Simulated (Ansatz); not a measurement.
# BiN (PbO type): other levels of theory at one geometry

The task here is to estimate one member of a computed series from the others.

Program: Ansatz 0.2.0. Level of theory: DFT at several levels, plane waves, PAW. These are calculated values, not measurements.

### The structure to begin with

Symmetry: P4/nmm, No. 129, tetragonal system. The conventional cell has a = 4.052 Å, b = 4.052 Å, c = 5.312 Å, α = 90.00°, β = 90.00°, γ = 90.00°. Bi (site symmetry 4mm) has 4 N at 2.31 Å in its first shell of neighbours. N (site symmetry -4m2) has 4 Bi at 2.31 Å in its first shell of neighbours.

Structure file:

```
CELL_PARAMETERS angstrom
4.05231 0.00000 0.00000
0.00000 4.05231 0.00000
0.00000 0.00000 5.31189
ATOMIC_POSITIONS crystal
Bi 0.50000 0.00000 0.20865
Bi 0.00000 0.50000 0.79135
N 0.00000 0.00000 0.00000
N 0.50000 0.50000 0.00000
```

An earlier run at PBE left this cell at 21.807 Å³/atom and 0.01 GPa (8×8×6 mesh), a metal on this mesh.

Levels to run: PBE+SOC; r²SCAN; PBEsol; LDA. Hardware: 2 threads of Arm Neoverse V2, shared host.

The first run:

The input, input.yaml:

```yaml
crystal:
  lattice:
    - [4.0523051354, 0.0, 0.0]
    - [0.0, 4.0523051354, 0.0]
    - [0.0, 0.0, 5.3118893794]
  atoms:
    - { symbol: Bi, position: [0.5, 0.0, 0.2086526736] }
    - { symbol: Bi, position: [0.0, 0.5, 0.7913473264] }
    - { symbol: "N", position: [0.0, 0.0, 0.0] }
    - { symbol: "N", position: [0.5, 0.5, 0.0] }
basis:
  ecutwfc: 420
  ecutrho_ratio: 4
kpoints:
  mp_grid: { grid: [8, 8, 6] }
hamiltonian:
  xc: pbe
scf:
  occupations: { method: gaussian, width: 0.05 }
output:
  forces: true
  stress: true
  eigenvalues: true
  populations: true
  dos: { projected: true, de: 0.02 }
  write_density: true
  write_potential: true
  elf: true
  volumetric_format: npy
magnetization:
  noncollinear: true
  spin_orbit: true
```

The run is started by

```sh
$ ansatz run input.yaml --threads 2 --pin off --max-ram 2662MiB --backend cpu --events-out ev --progress --plain --runs-dir out
```

Among the steps run: PBE+SOC; r²SCAN; PBEsol; LDA.

One table of the session follows, with a row left open; its other results are not shown here.

| level | pressure (GPa) |
| --- | --- |
| PBE | 0.0 |
| LDA | -5.2 |
| PBEsol | ? |
| PBE+SOC | 0.6 |
| r²SCAN | -2.9 |

Estimate the missing values for PBEsol.

The run gave: pressure (GPa): -3.2. In the column «pressure (GPa)» it lies between LDA (-5.2) and r²SCAN (-2.9).

The pressure runs from -5.2 GPa (LDA) to 0.6 GPa (PBE+SOC); a negative pressure means that level wants a smaller cell, a positive one a larger cell. Total energies of different levels have different zeros and can't be compared.
